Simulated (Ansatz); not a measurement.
# Si2IrPd2: the cost of one run

Method: DFT PBE, scalar-relativistic, plane waves, PAW, in Ansatz 0.2.0.

## (1) The starting structure

Symmetry: P4/mmm, No. 123, tetragonal system. The conventional cell has a = 3.915 Å, b = 3.915 Å, c = 5.311 Å, α = 90.00°, β = 90.00°, γ = 90.00°. Si (site symmetry mmm) has 4 Pd at 2.40 Å and 4 Si at 2.77 Å and 4 Ir at 3.30 Å in its first shell of neighbours. Pd (site symmetry 4mm) is surrounded by 4 Si at 2.40 Å and 1 Pd at 2.55 Å. Around Ir (site symmetry 4/mmm) lie 8 Pd at 3.05 Å and 8 Si at 3.30 Å.

Coordinates:

```cif
data_structure
_symmetry_space_group_name_H-M 'P 1'
_symmetry_Int_Tables_number 1
_cell_length_a 3.9154
_cell_length_b 3.9154
_cell_length_c 5.3111
_cell_angle_alpha 90.000
_cell_angle_beta 90.000
_cell_angle_gamma 90.000
_cell_volume 81.42
loop_
_atom_site_label
_atom_site_type_symbol
_atom_site_fract_x
_atom_site_fract_y
_atom_site_fract_z
_atom_site_occupancy
Si1 Si 0.00000 0.50000 0.50000 1
Si2 Si 0.50000 0.00000 0.50000 1
Pd1 Pd 0.50000 0.50000 0.24000 1
Pd2 Pd 0.50000 0.50000 0.76000 1
Ir1 Ir 0.00000 0.00000 0.00000 1
```

Recipe of the guess: species swapped into a database cell of CeMg2Si2 (P4/mmm, No. 123), with Ir on the Ce sites, Si on the Mg sites and Pd on the Si sites. The dimensions are guesses.

## (2) A first look at the guess

input.yaml

```yaml
crystal:
  lattice:
    - [3.91535901, 0.0, 0.0]
    - [0.0, 3.91535901, 0.0]
    - [0.0, 0.0, 5.31106921]
  atoms:
    - { symbol: Si, position: [0.0, 0.5, 0.5] }
    - { symbol: Si, position: [0.5, 0.0, 0.5] }
    - { symbol: Pd, position: [0.5, 0.5, 0.23999999] }
    - { symbol: Pd, position: [0.5, 0.5, 0.76000001] }
    - { symbol: Ir, position: [0.0, 0.0, 0.0] }
basis:
  ecutwfc: 420
kpoints:
  mp_grid: { grid: [4, 4, 4] }
hamiltonian:
  xc: pbe
scf:
  occupations: { method: gaussian, width: 0.1 }
  lower_state_search: "off"
output:
  forces: true
  stress: true
  eigenvalues: true
```

Launch:

```
> ansatz run input.yaml --threads 1 --pin off --max-ram 2560MiB --backend cpu --events-out ev --progress --plain --runs-dir out
```

What time and memory should one allow on 1 thread of Intel Xeon at 2.70GHz, shared host?

About 3.6 s, with a peak of 0.39 GiB.
